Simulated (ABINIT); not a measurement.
# GaGe (F-43m) in ABINIT: further runs

One crystal, GaGe, is run at these levels: RPBE, BLYP, AM05, r2SCAN; tasks: single point.

All numbers are computed with ABINIT 10.8.3 (patched build); they aren't measurements. Logs are shortened: lines on timing, memory, paths and dates and some standing lists are left out, and cuts for length are marked. The log counts tension as positive stress, the text compression.

### Step 1. Starting point

Symmetry: F-43m, No. 216, cubic system. The conventional cell has a = 5.796 Å, b = 5.796 Å, c = 5.796 Å, α = 90.00°, β = 90.00°, γ = 90.00°. Ge (site symmetry -43m) is surrounded by 4 Ga at 2.51 Å. Around Ga (site symmetry -43m) lie 4 Ge at 2.51 Å.

The cell comes from a database or a generator and needn't be the stable form of this composition.

### Step 2. Single point, RPBE

File run.abi:

```
# Pseudopotentials
pp_dirpath "./"
pseudos "Ge.GGA_PBE-JTH.xml, Ga.GGA_PBE-JTH.xml"

# Structure
acell 7.7444194535 7.7444194535 7.7444194535
rprim
     0.0000000000     0.7071067812     0.7071067812
     0.7071067812     0.0000000000     0.7071067812
     0.7071067812     0.7071067812     0.0000000000
ntypat 2
znucl 32 31
natom 2
typat 1 2
xred
     0.0000000000     0.0000000000     0.0000000000
     0.2500000000     0.2500000000     0.2500000000

# Plane-wave basis
ecut 26.0
pawecutdg 48.0
pawxcdev 0

# k points
kptopt 1
ngkpt 8 8 8
nshiftk 1
shiftk 0.0 0.0 0.0

# Exchange and correlation
ixc 15

# Bands and occupations
nband 18
occopt 3
tsmear 0.00183747

# SCF cycle
nstep 100
tolvrs 1.0e-9

# Output
iomode 3
prtwf 0
prtden 0
prteig 0
prtebands 0
```

Potentials or basis: JTH PAW PBE v2.0.

Run with:

```sh
$ abinit run.abi > log 2>&1
```

run.abo:

```text
.Version 10.8.3 of ABINIT
 Symmetries : space group F-4 3 m (#216); Bravais cF (face-center cubic)
================================================================================
 Values of the parameters that define the memory need of the present run
     intxc =       0    ionmov =       0      iscf =      17    lmnmax =      18
     lnmax =       6     mgfft =      36  mpssoang =       3    mqgrid =    3001
     natom =       2  nloc_mem =       2    nspden =       1   nspinor =       1
    nsppol =       1      nsym =      24    n1xccc =       1    ntypat =       2
    occopt =       3   xclevel =       2
       mpw =        2120          nfft =       46656          nkpt =          29
 PAW method is used; the additional fine FFT grid is defined by:
   mgfftf=        50    nfftf =    125000
================================================================================
================================================================================

--------------------------------------------------------------------------------
------------- Echo of variables that govern the present computation ------------
--------------------------------------------------------------------------------
 -outvars: echo values of preprocessed input variables --------
            acell      7.7444194535E+00  7.7444194535E+00  7.7444194535E+00 Bohr
              amu      7.26100000E+01  6.97230000E+01
             ecut      2.60000000E+01 Hartree
              ixc          15
         kptrlatt        8    0    0      0    8    0      0    0    8
          kptrlen      6.19553556E+01
            natom           2
            nband          18
            ngfft          36      36      36
          ngfftdg          50      50      50
             nkpt          29
            nstep         100
             nsym          24
           ntypat           2
           occopt           3
        pawecutdg      4.80000000E+01 Hartree
         pawxcdev           0
           prtden           0
        prtebands           0
           prteig           0
            prtwf           0
            rprim      0.0000000000E+00  7.0710678120E-01  7.0710678120E-01
                       7.0710678120E-01  0.0000000000E+00  7.0710678120E-01
                       7.0710678120E-01  7.0710678120E-01  0.0000000000E+00
          spgroup         216
           tolvrs      1.00000000E-09
           tsmear      1.83747000E-03 Hartree
            typat      1  2
           useylm           1
           xangst      0.0000000000E+00  0.0000000000E+00  0.0000000000E+00
                       1.4489219991E+00  1.4489219991E+00  1.4489219991E+00
            xcart      0.0000000000E+00  0.0000000000E+00  0.0000000000E+00
                       2.7380657560E+00  2.7380657560E+00  2.7380657560E+00
             xred      0.0000000000E+00  0.0000000000E+00  0.0000000000E+00
                       2.5000000000E-01  2.5000000000E-01  2.5000000000E-01
            znucl       32.00000   31.00000

================================================================================
[... 133 lines left out ...]
    2      1.44892199905329     1.44892199905329     1.44892199905329

 cartesian forces (hartree/bohr) at end:
    1     -0.00000000000000    -0.00000000000000    -0.00000000000000
    2     -0.00000000000000    -0.00000000000000    -0.00000000000000
 frms,max,avg= 0.0000000E+00 0.0000000E+00   0.000E+00  0.000E+00  0.000E+00 h/b

 cartesian forces (eV/Angstrom) at end:
    1     -0.00000000000000    -0.00000000000000    -0.00000000000000
    2     -0.00000000000000    -0.00000000000000    -0.00000000000000
 frms,max,avg= 0.0000000E+00 0.0000000E+00   0.000E+00  0.000E+00  0.000E+00 e/A
 length scales=  7.744419453500  7.744419453500  7.744419453500 bohr
              =  4.098170283686  4.098170283686  4.098170283686 angstroms
 Fermi (or HOMO) energy (hartree) =   0.15192   Average Vxc (hartree)=  -0.32062
 Eigenvalues (hartree) for nkpt=  29  k points:
 kpt#   1, nband= 18, wtk=  0.00195, kpt=  0.0000  0.0000  0.0000 (reduced coord)
  -0.72778   -0.72778   -0.72778   -0.72709   -0.72709   -0.37509   -0.37509   -0.37509
  -0.37297   -0.37297   -0.23431    0.21383    0.21383    0.21383    0.23116    0.31297
   0.31297    0.31297
      occupation numbers for kpt#   1
   2.00000    2.00000    2.00000    2.00000    2.00000    2.00000    2.00000    2.00000
   2.00000    2.00000    2.00000    0.00000    0.00000    0.00000    0.00000    0.00000
   0.00000    0.00000
 prteigrs : prtvol=0 or 1, do not print more k-points.

--- !EnergyTerms
iteration_state     : {dtset: 1, }
comment             : Components of total free energy in Hartree
kinetic             :  1.13393478383843E+01
hartree             :  4.94894331082491E+01
xc                  : -3.88694822272058E+00
Ewald energy        : -8.97248059978675E+01
psp_core            :  3.60736692093571E+00
local_psp           : -1.43045941918917E+02
PAW spherical_terms : -2.30194092591753E+00
internal            : -1.74523489197854E+02
'-kT*entropy'       : -3.12955458447291E-04
total_energy        : -1.74523802153312E+02
total_energy_eV     : -4.74903458951095E+03
...

--- !EnergyTermsDC
iteration_state     : {dtset: 1, }
comment             : '"Double-counting" decomposition of free energy'
band_energy         : -1.10380017194320E+01
Ewald energy        : -8.97248059978675E+01
psp_core            :  3.60736692093571E+00
xc_dc               : -4.84843324151573E+01
PAW spherical_terms : -2.88837102226851E+01
internal            : -1.74523483434206E+02
'-kT*entropy'       : -3.12955458447291E-04
total_energy_dc     : -1.74523796389665E+02
total_energy_dc_eV  : -4.74903443267411E+03
...

--- !EnergyTermsWithPAWCore
iteration_state     : {dtset: 1, }
comment             : 'Components of total free energy, including PAW core contributions'
Total energy        : -4.04344600163180E+03
Total energy DC     : -4.04344599586815E+03
Total energy (eV)   : -1.10027770915170E+05
Total energy DC (eV): -1.10027770758334E+05
...

 Cartesian components of stress tensor (hartree/bohr^3)
  sigma(1 1)= -6.48658844E-05  sigma(3 2)=  0.00000000E+00
  sigma(2 2)= -6.48658844E-05  sigma(3 1)=  0.00000000E+00
  sigma(3 3)= -6.48658844E-05  sigma(2 1)=  0.00000000E+00

-Cartesian components of stress tensor (GPa)         [Pressure=  1.9084E+00 GPa]
- sigma(1 1)= -1.90842021E+00  sigma(3 2)=  0.00000000E+00
- sigma(2 2)= -1.90842021E+00  sigma(3 1)=  0.00000000E+00
- sigma(3 3)= -1.90842021E+00  sigma(2 1)=  0.00000000E+00

== END DATASET(S) ==============================================================
================================================================================

 -outvars: echo values of variables after computation  --------
            acell      7.7444194535E+00  7.7444194535E+00  7.7444194535E+00 Bohr
           etotal     -1.7452379639E+02
            fcart     -0.0000000000E+00 -0.0000000000E+00 -0.0000000000E+00
                      -0.0000000000E+00 -0.0000000000E+00 -0.0000000000E+00
            rprim      0.0000000000E+00  7.0710678120E-01  7.0710678120E-01
                       7.0710678120E-01  0.0000000000E+00  7.0710678120E-01
                       7.0710678120E-01  7.0710678120E-01  0.0000000000E+00
           strten     -6.4865884446E-05 -6.4865884446E-05 -6.4865884446E-05
                       0.0000000000E+00  0.0000000000E+00  0.0000000000E+00
           xangst      0.0000000000E+00  0.0000000000E+00  0.0000000000E+00
                       1.4489219991E+00  1.4489219991E+00  1.4489219991E+00
             xred      0.0000000000E+00  0.0000000000E+00  0.0000000000E+00
                       2.5000000000E-01  2.5000000000E-01  2.5000000000E-01
 Calculation completed.
```

It took 44 s on 1 thread of Arm Neoverse V1, shared host; peak memory 0.14 GiB.

What came out:

```yaml
Free_energy: -4749.0344 eV
Pressure: 1.9 GPa
Band_gap_on_the_k_mesh: none (metal or under the smearing width)
Valence_electrons_inside_the_program's_atomic_spheres: Ge 12.28; Ga 11.02
```

Caveat: the PAW data sets were made with another functional, which shifts forces and pressure a little.

### Step 3. Single point, BLYP

run.abi: that of step 2 with these lines changed.

```diff
@@ -30,3 +30,3 @@
 # Exchange and correlation
-ixc 15
+ixc -106131
```

Potentials or basis: JTH PAW PBE v2.0.

Run with:

```sh
$ abinit run.abi > log 2>&1
```

run.abo:

```text
.Version 10.8.3 of ABINIT
 Symmetries : space group F-4 3 m (#216); Bravais cF (face-center cubic)
================================================================================
 Values of the parameters that define the memory need of the present run
     intxc =       0    ionmov =       0      iscf =      17    lmnmax =      18
     lnmax =       6     mgfft =      36  mpssoang =       3    mqgrid =    3001
     natom =       2  nloc_mem =       2    nspden =       1   nspinor =       1
    nsppol =       1      nsym =      24    n1xccc =       1    ntypat =       2
    occopt =       3   xclevel =       2
       mpw =        2120          nfft =       46656          nkpt =          29
 PAW method is used; the additional fine FFT grid is defined by:
   mgfftf=        50    nfftf =    125000
================================================================================
================================================================================

--------------------------------------------------------------------------------
[... 240 lines left out ...]
- sigma(1 1)= -3.32375026E+00  sigma(3 2)=  0.00000000E+00
- sigma(2 2)= -3.32375026E+00  sigma(3 1)=  0.00000000E+00
- sigma(3 3)= -3.32375026E+00  sigma(2 1)=  0.00000000E+00

== END DATASET(S) ==============================================================
================================================================================

 -outvars: echo values of variables after computation  --------
            acell      7.7444194535E+00  7.7444194535E+00  7.7444194535E+00 Bohr
           etotal     -1.7456923553E+02
            fcart      0.0000000000E+00  0.0000000000E+00  0.0000000000E+00
                       0.0000000000E+00  0.0000000000E+00  0.0000000000E+00
            rprim      0.0000000000E+00  7.0710678120E-01  7.0710678120E-01
                       7.0710678120E-01  0.0000000000E+00  7.0710678120E-01
                       7.0710678120E-01  7.0710678120E-01  0.0000000000E+00
           strten     -1.1297197501E-04 -1.1297197501E-04 -1.1297197501E-04
                       0.0000000000E+00  0.0000000000E+00  0.0000000000E+00
           xangst      0.0000000000E+00  0.0000000000E+00  0.0000000000E+00
                       1.4489219991E+00  1.4489219991E+00  1.4489219991E+00
             xred      0.0000000000E+00  0.0000000000E+00  0.0000000000E+00
                       2.5000000000E-01  2.5000000000E-01  2.5000000000E-01
 Calculation completed.
```

Run time: 46 s. Hardware: 1 thread of Arm Neoverse V1, shared host; peak memory 0.14 GiB.

Results:

```yaml
Free_energy: -4750.2709 eV
Pressure: 3.3 GPa
Band_gap_on_the_k_mesh: none (metal or under the smearing width)
Valence_electrons_inside_the_program's_atomic_spheres: Ge 12.32; Ga 11.06
```

Levels at points of the mesh, in eV from the Fermi level:
```tsv
k point	band 12	band 13	band 14	band 15	band 16	band 17
(0.00, 0.00, 0.00)	1.66	1.66	1.66	1.81	4.38	4.38
(0.50, 0.00, 0.00)	-5.37	0.36	0.36	2.02	5.42	5.42
(0.50, 0.50, 0.00)	-5.87	-1.23	-1.23	2.50	2.56	10.89
```

Caveat: the PAW data sets were made with another functional, which shifts forces and pressure a little.

(Part 1 of 2 ends here.)
